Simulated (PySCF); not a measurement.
# [WO3(OH)]-: geometry, NMR shifts and electronic excitations

What NMR shifts and electronic excitations should [WO3(OH)]- (`[O]=[W-](=[O])(=[O])[OH]`) show?

Computed with PySCF 2.14.0, with density-fitted response routines of our own, on a single molecule in the gas phase. Atoms count from 0, in the outputs and in this text.

## (1) The molecule as given

6 atoms, charge -1, multiplicity 1; geometry from: GFN2-xTB.

Bonds of the start (Å): W0–O1 1.72, W0–O2 1.72, W0–O3 1.72, W0–O4 2.04, O4–H5 0.97.

## (2) Optimising the geometry at PBE0-D3(BJ)/def2-SVP

What the job is given:

```
{"job": {"xc": "PBE0", "basis": "def2-SVP", "d3": "d3bj", "grid": 1, "maxiter": 40, "kind": "geom"}, "charge": -1, "multiplicity": 1}
W      0.200180     0.342340     0.347180
O      0.176640     0.342280     2.064850
O      1.776920     0.224740    -0.331160
O     -0.684000     1.634470    -0.366360
O     -0.744550    -1.312680    -0.372800
H     -0.725190    -1.231150    -1.341710
```

Standard output:

```text
step   0  E = -368.28091950  max force = 0.065664
step   1  E = -368.28697969  max force = 0.037670
step   2  E = -368.28974705  max force = 0.003382
step   3  E = -368.28997836  max force = 0.001710
step   4  E = -368.29011638  max force = 0.002301
step   5  E = -368.29012995  max force = 0.000534
step   6  E = -368.29013353  max force = 0.000251
optimisation converged
```

Run time: 27 s. Hardware: 1 thread, shared host.

Relaxation path:

| step | energy from step 0 (eV) | largest force component (eV/Å) |
| --- | --- | --- |
| 0 | 0.0000 | 3.3766 |
| 1 | -0.1649 | 1.9371 |
| 2 | -0.2402 | 0.1739 |
| 3 | -0.2465 | 0.0879 |
| 4 | -0.2503 | 0.1183 |
| 5 | -0.2506 | 0.0275 |
| 6 | -0.2507 | 0.0129 |

Distances of close pairs at the start and the end, largest changes first:

| bond | before (Å) | after (Å) | change (Å) |
| --- | --- | --- | --- |
| W0–O4 | 2.037 | 1.949 | -0.088 |
| W0–O1 | 1.718 | 1.746 | +0.028 |
| W0–O3 | 1.721 | 1.748 | +0.027 |
| W0–O2 | 1.720 | 1.747 | +0.027 |
| O4–H5 | 0.973 | 0.962 | -0.011 |

The next job starts from the end point, and lists it.

| at the end point | value |
| --- | --- |
| point group (found at 0.08 Å tolerance) | Cs |
| rotational constants (GHz, main isotopes) | 3.844, 3.448, 3.394 |

## (3) Shielding tensors: PBE0/def2-TZVP+pcSseg-1

What the job is given:

```
{"job": {"kind": "nmr", "xc": "PBE0", "basis": {"default": "pcSseg-1", "W": "def2-TZVP"}}, "charge": -1, "multiplicity": 1}
W      0.174699     0.310092     0.289856
O      0.149990     0.274155     2.035310
O      1.820538     0.337350    -0.295731
O     -0.658001     1.727030    -0.305148
O     -0.714078    -1.288764    -0.383410
H     -0.773149    -1.359864    -1.340878
```

Method: GIAO PBE0/pcSseg-1 W:def2-TZVP NMR shielding, scalar relativity only through core potentials, gas phase.

Standard output:

```text
coarse grid: 32128 points
cycle   1  E = -367.6772577973  dE = -1.979e+01  |g| = 2.144e+00  |ddm| = 8.143e+00
cycle   2  E = -361.8339362579  dE =  5.843e+00  |g| = 5.746e+00  |ddm| = 4.536e+00
cycle   3  E = -368.4232415136  dE = -6.589e+00  |g| = 7.343e-01  |ddm| = 3.767e+00
cycle   4  E = -368.5007916249  dE = -7.755e-02  |g| = 4.201e-01  |ddm| = 7.085e-01
cycle   5  E = -368.5290853977  dE = -2.829e-02  |g| = 1.234e-01  |ddm| = 2.351e-01
cycle   6  E = -368.5319406109  dE = -2.855e-03  |g| = 3.647e-02  |ddm| = 9.426e-02
cycle   7  E = -368.5321215950  dE = -1.810e-04  |g| = 2.045e-02  |ddm| = 2.442e-02
cycle   8  E = -368.5322015172  dE = -7.992e-05  |g| = 2.254e-03  |ddm| = 1.085e-02
cycle   9  E = -368.5322024020  dE = -8.848e-07  |g| = 4.697e-04  |ddm| = 1.243e-03
final grid: 65800 points
cycle  10  E = -368.5321734910  dE =  3.223e-09  |g| = 6.687e-04  |ddm| = 6.896e-04
cycle  11  E = -368.5321731564  dE =  3.346e-07  |g| = 1.493e-03  |ddm| = 1.087e-03
cycle  12  E = -368.5321735586  dE = -4.022e-07  |g| = 2.596e-04  |ddm| = 8.405e-04
cycle  13  E = -368.5321735705  dE = -1.193e-08  |g| = 5.767e-05  |ddm| = 1.520e-04
cycle  14  E = -368.5321735711  dE = -6.013e-10  |g| = 5.089e-06  |ddm| = 3.279e-05
converged SCF energy = -368.5321735711

GIAO shielding tensors (ppm)
atom      isotropic    diamagn.    paramagn.     s11        s22        s33       span
  0 W          nan         nan         nan        nan        nan        nan        nan
  1 O     -357.951     398.690    -756.641   -744.287   -256.814    -72.753    671.534
  2 O     -328.852     398.914    -727.766   -696.360   -242.190    -48.005    648.356
  3 O     -329.408     398.942    -728.350   -698.881   -240.943    -48.400    650.480
  4 O      249.657     389.811    -140.154    194.799    261.593    292.580     97.781
  5 H       29.710      32.297      -2.588     25.140     26.507     37.482     12.343
```

Wall time 6.1 s (1 thread, shared host).

Shifts follow as δ = σ(reference) − σ, with reference shieldings (ppm) from runs at the same level and on the same kind of geometry: 1H TMS 31.27, 17O H2O 334.6. The references are single molecules in the gas phase, so shifts against H2O, NH3, PH3, H3PO4 or CFCl3 are not on the usual liquid scales and can be off by tens of ppm. Atoms listed in one row are averaged.

| atoms | environment | σ (ppm) | δ (ppm) |
| --- | --- | --- | --- |
| H5 | hydrogen on an oxygen bonded to W | 29.71 | 1.56 |
| O1, O2, O3 | oxygen bonded to W | -338.7 | 673.3 |
| O4 | oxygen bonded to W, H | 249.7 | 84.9 |

Atoms past Kr carry core potentials, so their printed shieldings have no meaning and are left out of the table.

Charges from the same density, by scheme (e):

| atoms | Mulliken | ESP fit |
| --- | --- | --- |
| W0 | 0.99 | 1.44 |
| O1, O2, O3 | -0.54 | -0.69 |
| O4 | -0.59 | -0.75 |

Mayer bond orders: W0–O1 1.95, W0–O2 1.96, W0–O3 1.96, W0–O4 0.94.

With diffuse functions Mulliken charges and Mayer bond orders lose their meaning; the other schemes are steadier.

## (4) Excited states and response: CAM-B3LYP/def2-SVPD

What the job is given:

```
{"job": {"kind": "uv", "xc": "CAM-B3LYP", "basis": "def2-SVPD", "ip": false, "nstates": 10}, "charge": -1, "multiplicity": 1}
W      0.174699     0.310092     0.289856
O      0.149990     0.274155     2.035310
O      1.820538     0.337350    -0.295731
O     -0.658001     1.727030    -0.305148
O     -0.714078    -1.288764    -0.383410
H     -0.773149    -1.359864    -1.340878
```

With the program's defaults for keys left out, this is: TDDFT CAM-B3LYP/def2-SVPD, vertical, gas phase, core orbitals frozen in the response.

Standard output:

```text
coarse grid: 32128 points
cycle   1  E = -367.8813282295  dE = -1.245e+01  |g| = 1.820e+00  |ddm| = 7.435e+00
cycle   2  E = -365.5418453417  dE =  2.339e+00  |g| = 3.949e+00  |ddm| = 3.997e+00
cycle   3  E = -368.4639692941  dE = -2.922e+00  |g| = 4.865e-01  |ddm| = 2.924e+00
cycle   4  E = -368.5081207175  dE = -4.415e-02  |g| = 1.745e-01  |ddm| = 5.098e-01
cycle   5  E = -368.5129220242  dE = -4.801e-03  |g| = 6.084e-02  |ddm| = 1.442e-01
cycle   6  E = -368.5136743726  dE = -7.523e-04  |g| = 8.709e-03  |ddm| = 5.450e-02
cycle   7  E = -368.5136801226  dE = -5.750e-06  |g| = 7.081e-03  |ddm| = 9.407e-03
cycle   8  E = -368.5136898329  dE = -9.710e-06  |g| = 7.617e-04  |ddm| = 4.939e-03
final grid: 65800 points
cycle   9  E = -368.5136529858  dE = -2.008e-08  |g| = 1.020e-03  |ddm| = 1.811e-03
cycle  10  E = -368.5136523347  dE =  6.511e-07  |g| = 2.126e-03  |ddm| = 1.981e-03
cycle  11  E = -368.5136531882  dE = -8.535e-07  |g| = 1.575e-04  |ddm| = 1.382e-03
cycle  12  E = -368.5136531932  dE = -4.938e-09  |g| = 4.381e-05  |ddm| = 1.393e-04
cycle  13  E = -368.5136531937  dE = -5.767e-10  |g| = 2.729e-05  |ddm| = 6.099e-05
converged SCF energy = -368.5136531937

Static polarisability (au): isotropic 58.560, principal 54.491 59.858 61.330

Singlet excitations
state   eV       nm        f      main configurations
  1   5.5473    223.5   0.00102   H->L+2 0.43, H->L+3 0.14, H->L+1 0.14
  2   5.6937    217.8   0.00068   H->L+5 0.58, H-2->L+2 0.18
  3   5.9044    210.0   0.00166   H->L 0.72, H-1->L 0.10
  4   5.9658    207.8   0.00498   H-1->L+2 0.21, H-2->L+5 0.13, H-2->L+2 0.11
  5   5.9682    207.7   0.00518   H-1->L+5 0.17, H-2->L+2 0.17, H-1->L+2 0.13
  6   6.1213    202.5   0.00077   H-1->L 0.70, H-1->L+1 0.09
  7   6.1966    200.1   0.00504   H-2->L 0.48, H-1->L+5 0.31
  8   6.2612    198.0   0.01489   H-2->L+5 0.60, H-3->L+5 0.11, H->L+2 0.09
  9   6.2852    197.3   0.01700   H-2->L 0.25, H-1->L+5 0.20, H-3->L+2 0.16
 10   6.7190    184.5   0.03359   H-3->L 0.65, H-3->L+2 0.09

Triplet excitations (Tamm-Dancoff, eV): 5.2501 5.3820 5.3995 5.4697
```

Run time: 16 s. Hardware: 1 thread, shared host.

The orbitals next to the gap, with their largest atomic shares:

| orbital | eV | atoms |
| --- | --- | --- |
| HOMO−3 | -5.49 | O1 33 %, O2 25 %, O3 25 % |
| HOMO−2 | -4.91 | O1 40 %, O3 26 %, O2 25 % |
| HOMO−1 | -4.88 | O2 33 %, O3 32 %, O1 24 % |
| HOMO | -4.67 | O2 33 %, O3 33 %, O1 29 % |
| LUMO | 3.97 | W0 51 %, O4 22 %, H5 15 % |
| LUMO+1 | 5.14 | W0 59 %, O1 11 %, O4 9 % |
| LUMO+2 | 5.21 | W0 61 %, O1 14 %, O3 8 % |

With each of the 10 states as a Gaussian band of 0.4 eV half-width at 1/e, the curve within the window shown has maxima at 195 nm (ε 2,200) L/(mol cm). Beyond the last state computed it falls off for lack of states. The curve at chosen wavelengths:

(nm, ε (L/mol/cm)): (177, 819), (180, 1226), (183, 1599), (186, 1882), (189, 2068), (192, 2176), (195, 2212), (197, 2193), (200, 2091), (203, 1901), (206, 1644), (209, 1354), (212, 1066), (215, 808), (218, 592), (221, 422), (224, 294), (227, 202), (230, 136), (232, 104), (235, 69), (238, 45), (241, 29), (244, 19), (247, 12), (250, 7)

Further results of this job:

| property | computed |
| --- | --- |
| polarisability (Å³) | 8.68 |
| HOMO–LUMO gap (eV) | 8.64 |
| −ε(HOMO) (eV) | 4.67 |

## (5) NMR shieldings: KT2/def2-TZVP+pcSseg-1

What the job is given:

```
{"job": {"kind": "nmr", "xc": "KT2", "basis": {"default": "pcSseg-1", "W": "def2-TZVP"}, "pop": false}, "charge": -1, "multiplicity": 1}
W      0.174699     0.310092     0.289856
O      0.149990     0.274155     2.035310
O      1.820538     0.337350    -0.295731
O     -0.658001     1.727030    -0.305148
O     -0.714078    -1.288764    -0.383410
H     -0.773149    -1.359864    -1.340878
```

With the program's defaults for keys left out, this is: GIAO KT2/pcSseg-1 W:def2-TZVP NMR shielding, scalar relativity only through core potentials, gas phase.

Standard output:

```text
coarse grid: 32128 points
cycle   1  E = -372.4184734469  dE = -1.911e+01  |g| = 2.412e+00  |ddm| = 8.099e+00
cycle   2  E = -360.2436550817  dE =  1.217e+01  |g| = 6.965e+00  |ddm| = 7.369e+00
cycle   3  E = -372.8507080329  dE = -1.261e+01  |g| = 1.693e+00  |ddm| = 6.925e+00
cycle   4  E = -373.3102629565  dE = -4.596e-01  |g| = 1.012e+00  |ddm| = 1.561e+00
cycle   5  E = -373.4941339583  dE = -1.839e-01  |g| = 1.707e-01  |ddm| = 5.738e-01
cycle   6  E = -373.4976689927  dE = -3.535e-03  |g| = 1.122e-01  |ddm| = 2.056e-01
cycle   7  E = -373.4976366606  dE =  3.233e-05  |g| = 1.176e-01  |ddm| = 1.210e-01
cycle   8  E = -373.5004072485  dE = -2.771e-03  |g| = 1.521e-02  |ddm| = 6.753e-02
cycle   9  E = -373.5004610735  dE = -5.382e-05  |g| = 4.483e-03  |ddm| = 1.158e-02
cycle  10  E = -373.5004612691  dE = -1.956e-07  |g| = 4.378e-03  |ddm| = 4.159e-03
cycle  11  E = -373.5004649961  dE = -3.727e-06  |g| = 9.442e-04  |ddm| = 2.584e-03
final grid: 65800 points
cycle  12  E = -373.5003541677  dE =  2.229e-06  |g| = 3.620e-03  |ddm| = 2.468e-03
cycle  13  E = -373.5003164618  dE =  3.771e-05  |g| = 1.434e-02  |ddm| = 9.255e-03
cycle  14  E = -373.5003566420  dE = -4.018e-05  |g| = 6.452e-04  |ddm| = 7.467e-03
cycle  15  E = -373.5003567124  dE = -7.040e-08  |g| = 2.137e-04  |ddm| = 4.270e-04
cycle  16  E = -373.5003567199  dE = -7.593e-09  |g| = 8.962e-05  |ddm| = 1.496e-04
cycle  17  E = -373.5003567216  dE = -1.615e-09  |g| = 9.979e-06  |ddm| = 5.323e-05
cycle  18  E = -373.5003567216  dE = -2.206e-11  |g| = 2.408e-06  |ddm| = 7.861e-06
converged SCF energy = -373.5003567216

GIAO shielding tensors (ppm)
atom      isotropic    diamagn.    paramagn.     s11        s22        s33       span
  0 W          nan         nan         nan        nan        nan        nan        nan
  1 O     -321.865     400.328    -722.193   -663.984   -215.055    -86.558    577.425
  2 O     -293.026     400.445    -693.470   -613.748   -202.428    -62.901    550.847
  3 O     -293.660     400.464    -694.124   -616.369   -201.270    -63.340    553.030
  4 O      240.227     389.225    -148.998    180.876    249.893    289.912    109.036
  5 H       29.599      32.281      -2.681     25.379     27.145     36.275     10.896
```

Run time: 9.7 s. Hardware: 1 thread, shared host.

Key values: δ O1 633.5, O4 90.4, H5 1.58 ppm (means over like atoms).

## (6) Side by side: NMR shifts

Shifts (ppm), means over like atoms, with basis size and wall time:

| run | H5 | O1 | O4 | functions | time |
| --- | --- | --- | --- | --- | --- |
| PBE0/def2-TZVP+pcSseg-1 | 1.56 | 673.3 | 84.9 | 113 | 6.1 s |
| KT2/def2-TZVP+pcSseg-1 | 1.58 | 633.5 | 90.4 | 113 | 9.7 s |

## (7) Results

```
                                                                         quantity                         value
                                                                      point group                            Cs
                                             rotational constants (main isotopes)          3.84, 3.45, 3.39 GHz
                                  1H shifts against TMS (PBE0/def2-TZVP+pcSseg-1)                      1.56 ppm
17O shifts against H2O (PBE0/def2-TZVP+pcSseg-1, means over atoms taken as alike)               673.3, 84.9 ppm
                                             lowest singlet (CAM-B3LYP/def2-SVPD)   5.55 eV (224 nm), f = 0.001
                                         brightest single state of those computed  state 10, 6.72 eV, f = 0.034
                                                                   lowest triplet                       5.25 eV
                                                         range of the shift of O1            633.5 to 673.3 ppm
```

Over 6 steps the energy fell by 0.251 eV; of the close pairs, W0–O4 changed most, 2.037 to 1.949 Å. At PBE0/def2-TZVP+pcSseg-1: The largest span, 657 ppm, is at O1, O2, O3, where the paramagnetic term is -738 ppm. The first singlet state (HOMO→LUMO+2 0.43, HOMO→LUMO+3 0.14) lies at 5.55 eV and is weak; of the 10 states computed, the strongest absorption comes from state 10 at 6.72 eV (the last computed, so partners may be missing). The lowest triplet lies 0.30 eV below the lowest singlet (triplets in Tamm-Dancoff, singlets in full TDDFT). Spin-orbit coupling, left out, mixes singlets and triplets in elements this heavy. The lowest singlet lies above −ε(HOMO); no detachment energy was computed, so the anion's states may not be bound. In ppm, O1 (with its like atoms) moves most: its shift spreads over 39.8 ppm, from 633.5 (KT2/def2-TZVP+pcSseg-1) to 673.3 (PBE0/def2-TZVP+pcSseg-1). Spin-orbit coupling is left out, which matters for shieldings and couplings at and beside the heavy atoms.
